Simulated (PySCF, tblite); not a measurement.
# C₄H₈BNSi: excited states, first hyperpolarisability

Wanted: excited states, first hyperpolarisability for C₄H₈BNSi (`[SiH3]N1BC=CC=C1`).

Computed with tblite 0.8.0 and PySCF 2.14.0 and routines of our own; the level stands in each step. Atoms count from 0.

## Step 1: The starting structure

15 atoms, charge 0, multiplicity 1; geometry from: force field or distance geometry start.

## Step 2: Relaxing the molecule with GFN2-xTB

The job: settings as JSON, then the geometry in Å.

```
{"job": {"kind": "relax", "xc": "GFN2-xTB", "basis": "xTB"}, "charge": 0, "multiplicity": 1}
Si     2.457000     0.325800    -0.028600
N      0.654500     0.093700     0.010200
B     -0.278100     1.289200     0.182900
C     -1.827000     0.950500     0.197500
C     -2.175700    -0.332400     0.098700
C     -1.218800    -1.415900    -0.059500
C      0.095100    -1.228000    -0.094500
H      2.924900     0.846300     1.280700
H      2.741400     1.387100    -1.006200
H      3.161900    -0.884600    -0.407800
H      0.074000     2.325100    -0.282300
H     -2.555600     1.737000     0.317400
H     -3.244400    -0.599900     0.116800
H     -1.598200    -2.441200    -0.147500
H      0.784500    -2.044600    -0.199700
```

Command:

```console
$ OMP_NUM_THREADS=1 python excited_run.py task.json out
```

The driver reads the jobs from task.json and runs them one after another.

Standard output:

```text
step      E/eV     max force
  0    -504.45801    3.233
  1    -504.74386    1.709
  2    -504.87225    1.065
  3    -504.97275    0.661
  4    -505.02309    0.455
  5    -505.04281    0.415
  6    -505.06541    0.374
  7    -505.08789    0.412
  8    -505.10978    0.378
  9    -505.12232    0.283
 10    -505.13041    0.215
 11    -505.13738    0.219
 12    -505.14387    0.239
 13    -505.14867    0.148
 14    -505.15110    0.111
 15    -505.15244    0.096
 16    -505.15366    0.098
 17    -505.15478    0.107
 18    -505.15574    0.116
 19    -505.15685    0.112
 20    -505.15816    0.093
 21    -505.15928    0.078
 22    -505.16001    0.061
 23    -505.16055    0.056
 24    -505.16109    0.086
 25    -505.16156    0.080
 26    -505.16188    0.043
 27    -505.16208    0.041
 28    -505.16223    0.030
 29    -505.16234    0.036
 30    -505.16241    0.027
 31    -505.16247    0.017
 32    -505.16253    0.019
 33    -505.16260    0.024
 34    -505.16267    0.024
 35    -505.16272    0.018
 36    -505.16276    0.015
 37    -505.16281    0.017
 38    -505.16287    0.022
 39    -505.16294    0.022
 40    -505.16301    0.023
 41    -505.16308    0.023
 42    -505.16313    0.018
 43    -505.16318    0.024
 44    -505.16323    0.025
 45    -505.16332    0.025
 46    -505.16342    0.028
 47    -505.16350    0.020
 48    -505.16354    0.017
 49    -505.16357    0.014
 50    -505.16360    0.016
 51    -505.16364    0.016
 52    -505.16366    0.011
 53    -505.16368    0.009
```

It took 0.52 s on 1 thread of Arm Neoverse N1, shared host; peak memory 0.18 GiB.

Along the way: (not every step is listed)

```tsv
step	energy from step 0 (eV)	largest force (eV/Å)
0	0.0000	3.2333
1	-0.2858	1.7090
2	-0.4142	1.0647
3	-0.5147	0.6606
4	-0.5651	0.4549
5	-0.5848	0.4152
6	-0.6074	0.3744
7	-0.6299	0.4116
8	-0.6518	0.3782
12	-0.6859	0.2388
16	-0.6957	0.0977
20	-0.7002	0.0931
24	-0.7031	0.0855
28	-0.7042	0.0300
32	-0.7045	0.0190
36	-0.7047	0.0147
40	-0.7050	0.0234
44	-0.7052	0.0253
48	-0.7055	0.0175
49	-0.7056	0.0140
50	-0.7056	0.0162
51	-0.7056	0.0158
52	-0.7056	0.0110
53	-0.7057	0.0094
```

Distances of close pairs at the start and the end, largest changes first:

```tsv
bond	before (Å)	after (Å)	change (Å)
N1–B2	1.526	1.435	-0.092
N1–C6	1.439	1.360	-0.079
B2–C3	1.586	1.513	-0.072
Si0–N1	1.818	1.764	-0.054
C4–C5	1.454	1.414	-0.040
C5–C6	1.328	1.357	+0.029
C3–C4	1.333	1.362	+0.028
Si0–H7	1.485	1.464	-0.021
```

The end geometry stands in the next job.

## Step 3: Vibrational analysis with GFN2-xTB

The job: settings as JSON, then the geometry in Å.

```
{"job": {"kind": "ir", "xc": "GFN2-xTB", "basis": "xTB"}, "charge": 0, "multiplicity": 1}
Si     2.377182     0.368115    -0.071131
N      0.630151     0.124257    -0.037341
B     -0.263452     1.242265     0.059747
C     -1.744219     0.935615     0.118183
C     -2.154921    -0.361847     0.076720
C     -1.206708    -1.405910    -0.023114
C      0.122056    -1.136866    -0.075119
H      2.806862     0.790102     1.263095
H      2.672028     1.367356    -1.094258
H      2.961690    -0.928362    -0.421321
H      0.204424     2.318061     0.088807
H     -2.502243     1.706179     0.191212
H     -3.204047    -0.631292     0.116524
H     -1.539533    -2.432247    -0.060809
H      0.836315    -1.947437    -0.153106
```

Standard output:

```text
mode    cm-1     km/mol
  1      22.9      1.18
  2     116.4      0.76
  3     247.4      1.28
  4     310.1      0.43
  5     358.9      0.19
  6     390.7     13.68
  7     559.2      3.57
  8     568.4      2.76
  9     581.1     70.00
 10     593.3     67.29
 11     678.4      8.22
 12     699.0     15.77
 13     762.6    177.23
 14     769.0    223.55
 15     791.8     67.21
 16     800.1    461.33
 17     866.3      9.68
 18     894.1      0.24
 19     935.2     16.76
 20     955.2      0.05
 21     958.8     10.14
 22    1020.9     67.69
 23    1066.6      0.28
 24    1166.6     50.23
 25    1177.1      1.47
 26    1230.9     79.82
 27    1297.3     28.51
 28    1364.7     54.16
 29    1425.9     46.45
 30    1505.8     78.47
 31    1621.4    110.89
 32    2250.8    316.11
 33    2259.7    244.47
 34    2290.9    247.33
 35    2603.9    211.62
 36    3027.7     41.19
 37    3032.0     39.01
 38    3048.0    114.97
 39    3087.4     54.01
```

Wall time 0.73 s (1 thread of Arm Neoverse N1, shared host); peak memory 0.18 GiB.

The strongest bands and the atoms that carry them (share of the mass-weighted mode):

```tsv
cm⁻¹	km/mol	atoms
763	177.2	H8 47 %, H7 46 %
769	223.6	H9 59 %, H7 20 %, H8 15 %
800	461.3	H9 39 %, H8 26 %, H7 23 %
2251	316.1	H9 90 %
2260	244.5	H7 90 %
2291	247.3	H8 97 %
2604	211.6	H10 92 %
3048	115.0	H11 75 %, H12 16 %
```

## Step 4: Excited states: TDA BHandHLYP/def2-SVP

The job, as its differences from that of step 3:

```diff
@@ -1,2 +1,2 @@
-{"job": {"kind": "ir", "xc": "GFN2-xTB", "basis": "xTB"}, "charge": 0, "multiplicity": 1}
+{"job": {"kind": "states", "xc": "BHandHLYP", "basis": "def2-SVP", "tda": true, "soc": true, "nstates": 6, "ntriplets": 5, "nquad": 4}, "charge": 0, "multiplicity": 1}
 Si     2.377182     0.368115    -0.071131
```

Method: TDA BHandHLYP/def2-SVP excited states, vertical, gas phase, spin-orbit mean-field couplings.

Standard output:

```text
coarse grid: 13080 points
cycle   1  E = -525.8735986341  dE =  1.167e+00  |g| = 3.793e-01  |ddm| = 4.083e+00
cycle   2  E = -525.8921743011  dE = -1.858e-02  |g| = 3.216e-01  |ddm| = 8.116e-01
cycle   3  E = -525.9195944636  dE = -2.742e-02  |g| = 6.380e-02  |ddm| = 4.095e-01
cycle   4  E = -525.9206056252  dE = -1.011e-03  |g| = 3.185e-02  |ddm| = 9.428e-02
cycle   5  E = -525.9208641150  dE = -2.585e-04  |g| = 4.387e-03  |ddm| = 3.265e-02
cycle   6  E = -525.9208693352  dE = -5.220e-06  |g| = 2.294e-03  |ddm| = 6.403e-03
final grid: 121936 points
cycle   7  E = -525.9725091871  dE = -1.391e-05  |g| = 4.498e-03  |ddm| = 2.171e-02
cycle   8  E = -525.9725068457  dE =  2.341e-06  |g| = 5.749e-03  |ddm| = 8.485e-03
cycle   9  E = -525.9725141272  dE = -7.281e-06  |g| = 4.255e-04  |ddm| = 4.622e-03
cycle  10  E = -525.9725141784  dE = -5.120e-08  |g| = 1.738e-04  |ddm| = 6.045e-04
cycle  11  E = -525.9725141906  dE = -1.217e-08  |g| = 5.265e-05  |ddm| = 2.903e-04
cycle  12  E = -525.9725141917  dE = -1.163e-09  |g| = 1.945e-05  |ddm| = 8.410e-05
cycle  13  E = -525.9725141920  dE = -2.133e-10  |g| = 6.761e-06  |ddm| = 4.134e-05
converged SCF energy = -525.9725141920

Singlet excitations
state   eV       nm        f     d(h-e)  d(exc)  Lambda  PR(NTO)  |dmu|/D   mu/D   main configurations
  1   5.4287   228.4   0.20713   0.364   2.694   0.772   1.216    1.028    2.654   H->L 0.88
  2   6.4385   192.6   0.06078   0.372   2.803   0.800   1.668    1.046    1.575   H->L+1 0.71, H-1->L 0.23
  3   6.6605   186.1   0.00015   2.533   3.961   0.261   1.014    8.903    7.986   H->L+2 0.94
  4   6.9105   179.4   0.00080   0.521   2.642   0.530   1.035    1.064    0.869   H-2->L 0.96
  5   7.6624   161.8   0.06879   1.372   3.686   0.372   1.261                     H->L+3 0.71
  6   7.7799   159.4   0.00187   0.433   2.777   0.473   1.352                     H-3->L 0.82

Triplet excitations (Tamm-Dancoff)
state   eV     d(h-e)  d(exc)  Lambda  PR(NTO)   main configurations
  1   3.3594   0.159   2.466   0.787   1.065   H->L 0.85, H->L+1 0.09
  2   4.6567   0.335   2.606   0.791   1.079   H->L+1 0.81, H->L 0.09
  3   5.1073   0.299   2.475   0.754   1.115   H-1->L 0.88
  4   6.4427   0.504   2.580   0.529   1.040   H-2->L 0.94
  5   6.5687   2.390   3.888   0.265   1.023   H->L+2 0.91
S1 - T1 = 2.0693 eV

Spin-orbit couplings |<S|Hso|T>| (cm-1)
             T1       T2       T3       T4       T5
S0        0.102    0.139    0.217    3.036    3.869
S1        0.108    0.316    0.020    5.197    6.331
S2        0.296    0.208    0.229    0.914    4.913
S3        3.537    3.966    2.695    0.152    0.238
S4        3.767    2.100    3.343    0.053    0.209
S5        2.208    2.327    2.135    2.341   13.551
S6        2.204    1.496    5.276    9.704    1.108
T1 sublevels (cm-1): 0.000 0.000 0.000   radiative rates (1/s): 0.00756 0.0645 0.000866
```

Wall time 34 s (1 thread of Arm Neoverse N1, shared host); peak memory 0.57 GiB.

In short:

```tsv
quantity	value
S1 less T1	2.07 eV
```

## Step 5: Excited states: TDDFT CAM-B3LYP/def2-SVPD

The job, as its differences from that of step 4:

```diff
@@ -1,2 +1,2 @@
-{"job": {"kind": "states", "xc": "BHandHLYP", "basis": "def2-SVP", "tda": true, "soc": true, "nstates": 6, "ntriplets": 5, "nquad": 4}, "charge": 0, "multiplicity": 1}
+{"job": {"kind": "states", "xc": "CAM-B3LYP", "basis": "def2-SVPD", "tpa": true, "nstates": 6, "nquad": 5, "ntriplets": 0}, "charge": 0, "multiplicity": 1}
 Si     2.377182     0.368115    -0.071131
```

With the program's defaults for keys left out, this is: TDDFT CAM-B3LYP/def2-SVPD excited states, vertical, gas phase, two-photon moments by quadratic response.

Standard output:

```text
coarse grid: 13080 points
cycle   1  E = -525.8671617686  dE =  1.134e+00  |g| = 3.936e-01  |ddm| = 1.142e+01
cycle   2  E = -525.8770952758  dE = -9.934e-03  |g| = 3.793e-01  |ddm| = 2.508e+00
cycle   3  E = -525.9138741046  dE = -3.678e-02  |g| = 4.926e-02  |ddm| = 1.002e+00
cycle   4  E = -525.9144337033  dE = -5.596e-04  |g| = 2.870e-02  |ddm| = 2.093e-01
cycle   5  E = -525.9146494432  dE = -2.157e-04  |g| = 4.322e-03  |ddm| = 9.202e-02
cycle   6  E = -525.9146555481  dE = -6.105e-06  |g| = 2.114e-03  |ddm| = 1.650e-02
final grid: 121936 points
cycle   7  E = -525.9951936015  dE = -2.757e-05  |g| = 5.338e-03  |ddm| = 2.060e-01
cycle   8  E = -525.9951902158  dE =  3.386e-06  |g| = 6.926e-03  |ddm| = 2.492e-02
cycle   9  E = -525.9952006127  dE = -1.040e-05  |g| = 5.658e-04  |ddm| = 1.022e-02
cycle  10  E = -525.9952006998  dE = -8.707e-08  |g| = 2.361e-04  |ddm| = 1.945e-03
cycle  11  E = -525.9952007206  dE = -2.082e-08  |g| = 7.685e-05  |ddm| = 9.103e-04
cycle  12  E = -525.9952007231  dE = -2.498e-09  |g| = 2.979e-05  |ddm| = 2.557e-04
cycle  13  E = -525.9952007237  dE = -6.241e-10  |g| = 1.161e-05  |ddm| = 1.252e-04
converged SCF energy = -525.9952007237

Singlet excitations
state   eV       nm        f     d(h-e)  d(exc)  Lambda  PR(NTO)  |dmu|/D   mu/D   delta(TPA)   sigma/GM   main configurations
  1   4.9925   248.3   0.15388   0.349   2.713   0.755   1.273    0.996    2.639       52.49      0.479   H->L 0.93
  2   6.0061   206.4   0.06852   0.589   3.043   0.699   1.487    1.785    1.616       71.04      0.939   H->L+2 0.72, H-1->L 0.14, H->L+1 0.10
  3   6.0588   204.6   0.00380   1.340   3.872   0.354   1.044    4.403    3.482       44.06      0.593   H->L+1 0.82, H->L+2 0.09
  4   6.4413   192.5   0.00175   0.510   2.693   0.528   1.031    0.906    0.972        0.07      0.001   H-2->L 0.96
  5   6.8679   180.5   0.00186   2.533   4.566   0.226   1.063    9.321    8.847       46.28      0.800   H->L+3 0.58, H->L+4 0.29
  6   7.0017   177.1   0.00771   0.746   3.999   0.285   1.055                                            H->L+5 0.73, H->L+4 0.13
```

Wall time 81 s (1 thread of Arm Neoverse N1, shared host); peak memory 0.82 GiB.

## Step 6: First hyperpolarisability: quadratic response LC-wPBE/def2-SVPD

The job, as its differences from that of step 5:

```diff
@@ -1,2 +1,2 @@
-{"job": {"kind": "states", "xc": "CAM-B3LYP", "basis": "def2-SVPD", "tpa": true, "nstates": 6, "nquad": 5, "ntriplets": 0}, "charge": 0, "multiplicity": 1}
+{"job": {"kind": "beta", "xc": "LC-wPBE", "basis": "def2-SVPD", "wavelengths": [1550, 1064, 694.3]}, "charge": 0, "multiplicity": 1}
 Si     2.377182     0.368115    -0.071131
```

Level: quadratic response LC-wPBE/def2-SVPD first hyperpolarisability, Taylor convention, gas phase.

Standard output:

```text
coarse grid: 13080 points
cycle   1  E = -525.7260795484  dE =  1.358e+00  |g| = 3.738e-01  |ddm| = 9.507e+00
cycle   2  E = -525.7588821438  dE = -3.280e-02  |g| = 2.545e-01  |ddm| = 1.887e+00
cycle   3  E = -525.7744047389  dE = -1.552e-02  |g| = 5.383e-02  |ddm| = 7.234e-01
cycle   4  E = -525.7754347290  dE = -1.030e-03  |g| = 1.667e-02  |ddm| = 2.566e-01
cycle   5  E = -525.7755199591  dE = -8.523e-05  |g| = 4.174e-03  |ddm| = 7.072e-02
cycle   6  E = -525.7755346795  dE = -1.472e-05  |g| = 2.266e-03  |ddm| = 1.964e-02
cycle   7  E = -525.7755396602  dE = -4.981e-06  |g| = 1.023e-03  |ddm| = 1.139e-02
final grid: 121936 points
cycle   8  E = -525.8606572120  dE = -2.600e-05  |g| = 4.332e-03  |ddm| = 1.722e-01
cycle   9  E = -525.8606589784  dE = -1.766e-06  |g| = 3.848e-03  |ddm| = 2.954e-02
cycle  10  E = -525.8606621495  dE = -3.171e-06  |g| = 4.823e-04  |ddm| = 6.444e-03
cycle  11  E = -525.8606622280  dE = -7.849e-08  |g| = 2.846e-04  |ddm| = 1.815e-03
cycle  12  E = -525.8606622689  dE = -4.091e-08  |g| = 7.590e-05  |ddm| = 1.147e-03
cycle  13  E = -525.8606622710  dE = -2.115e-09  |g| = 4.033e-05  |ddm| = 4.193e-04
cycle  14  E = -525.8606622728  dE = -1.750e-09  |g| = 1.612e-05  |ddm| = 2.171e-04
cycle  15  E = -525.8606622730  dE = -2.685e-10  |g| = 3.591e-06  |ddm| = 1.139e-04
converged SCF energy = -525.8606622730

Lowest singlets (eV, f): 5.0705 0.1594  6.2663 0.0778  6.5451 0.0017

First hyperpolarisability (au)
process     nm      |vector|   parallel      HRS      DR
static         -      141.80      42.17      54.46   6.764
shg       1550.0      154.88      52.05      59.47   6.462
eope      1550.0      145.81      45.21          -       -
shg       1064.0      174.26      66.51      67.06   5.958
eope      1064.0      150.71      48.91          -       -
shg        694.3      272.28     135.64     107.25   4.145
eope       694.3      165.52      60.01          -       -
```

Run time: 85 s. Hardware: 1 thread of Arm Neoverse N1, shared host; peak memory 0.79 GiB.

## Step 7: Summary of results

| quantity | value |
| --- | --- |
| strongest single infrared mode (GFN2-xTB) | 800 cm⁻¹, 461 km/mol |
| zero-point energy (GFN2-xTB) | 67.7 kcal/mol |
| S1 less T1 (step 4, TDA BHandHLYP/def2-SVP) | 2.07 eV |
| β vector (step 6, quadratic response LC-wPBE/def2-SVPD) | static 142, SHG 1550.0 nm 155, SHG 1064.0 nm 174, SHG 694.3 nm 272 au |

No mode is imaginary among the 39: a minimum at this level. The strongest single mode, at 800 cm⁻¹, has its largest shares on H9, H8 and H7 (the list is cut at 3 atoms). Unscaled tight-binding wavenumbers are off by several per cent, some by more. Its intensities can rank the bands wrongly. In step 4, the number of triplets below S1 is 3, and the largest singlet-triplet spin-orbit coupling is S5–T5, 13.55 cm⁻¹. β grows from 142 au (static) to 272 au for doubling at 694.3 nm: normal dispersion, which grows as twice the photon energy moves toward the bright states.
